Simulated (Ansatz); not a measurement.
**NaI (Fm-3m): cell relaxations under several functionals in Python**

A script is to give cell relaxations under several functionals; the system is NaI (Fm-3m).

Program: Ansatz 0.2.0, driven from Python. The levels of theory stand in the script. These are calculated values, not measurements.

## 1. The structure

The structure is cubic, space group Fm-3m (No. 225). Conventional cell: a = 6.473 Å, b = 6.473 Å, c = 6.473 Å, α = 90.00°, β = 90.00°, γ = 90.00°. Na (site symmetry m-3m) has 6 I at 3.24 Å as nearest neighbours. Around I (site symmetry m-3m) lie 6 Na at 3.24 Å.

No structure file is read: the coordinates are typed or built in the script.

## 2. The script

lattice.py

```python
import warnings

import ansatz
import numpy as np

def edges_and_angles(cell):
    cell = np.asarray(cell)
    a, b, c = np.linalg.norm(cell, axis=1)
    cosines = cell[1] @ cell[2] / (b * c), cell[0] @ cell[2] / (a * c), cell[0] @ cell[1] / (a * b)
    return (a, b, c, *np.degrees(np.arccos(cosines)))

warnings.simplefilter("ignore", ansatz.DeckWarning)

lattice = ansatz.Lattice.of(
    (0.0, 3.2364, 3.2364),
    (3.2364, 0.0, 3.2364),
    (3.2364, 3.2364, 0.0),
)
sites = [
    ("Na", (0.0, 0.0, 0.0)),
    ("I", (0.5, 0.5, 0.5)),
]
xtal = ansatz.Crystal(lattice=lattice)
for symbol, position in sites:
    xtal = xtal.atom(symbol, position)

job = (
    xtal.calculation()
    .kpoints(length=12)
    .occupations("Fixed")
    .eigensolver("auto")
    .relax(cell=True, force_tolerance=0.1)
)

levels = [("lda", "none"), ("r2scan", "none"), ("pbe", "d3bj"), ("revpbe", "d3bj")]
print("level            a       b       c    alpha   beta  gamma  V/atom  steps")
for name, dispersion in levels:
    seen = []
    run = job.functional(name, dispersion=dispersion).session().plan()
    out = run.execute(on_event=lambda e: seen.append(e) if e["event"] == "relax_step" else None)
    cell = out.lattice.cell_ang
    label = name if dispersion == "none" else f"{name}+{dispersion}"
    print("{:13s} {:7.4f} {:7.4f} {:7.4f} {:6.2f} {:6.2f} {:6.2f}".format(label, *edges_and_angles(cell)), f"{abs(np.linalg.det(cell)) / len(out.lattice.sites):7.3f} {len(seen):5d}")
```

## 3. The calls as engine input

The package turns the script's settings into the engine's input (first run):

```yaml
crystal:
  lattice:
    - [0.0, 3.2364, 3.2364]
    - [3.2364, 0.0, 3.2364]
    - [3.2364, 3.2364, 0.0]
  atoms:
    - { symbol: Na, position: [0.0, 0.0, 0.0] }
    - { symbol: I, position: [0.5, 0.5, 0.5] }
kpoints:
  mp_grid:
    grid: [3, 3, 3]
hamiltonian:
  xc: lda
  dispersion: none
scf:
  occupations:
    method: fixed
  eigensolver:
    kind: auto
relax:
  f_tol: 0.1
  cell: {}
```

## 4. Running it

On the command line:

```
python lattice.py
```

**Question.** Rank the levels of theory by the volume of the relaxed cell.

**Answer**, as computed:

```
       quantity                                  value
  runs compared                                      4
 relaxed volume  31.41 (lda) to 34.27 Å³/atom (r2scan)
gap on the mesh         3.52 (lda) to 4.38 eV (r2scan)
```

From smallest to largest: LDA (31.41 Å³ an atom, -7.3 % against the start), revPBE+D3BJ (32.44 Å³ an atom, -4.3 % against the start), PBE+D3BJ (32.77 Å³ an atom, -3.3 % against the start) and r2SCAN (34.27 Å³ an atom, +1.1 % against the start). The spread is 9.1 % in volume. In run 1, over 3 moves the cell shrank by 7.3 % in volume, and the space group stayed Fm-3m. In run 4, over 2 moves the cell shrank by 4.3 % in volume, and the space group stayed Fm-3m. Caveats:
- Forces vanish by symmetry, so the ions can't move, and the end may be a saddle.
- The k-point mesh is coarse, and energy and stress weren't tested for convergence.
- Edges and angles that the script prints are those of the cell as typed, here a primitive one.
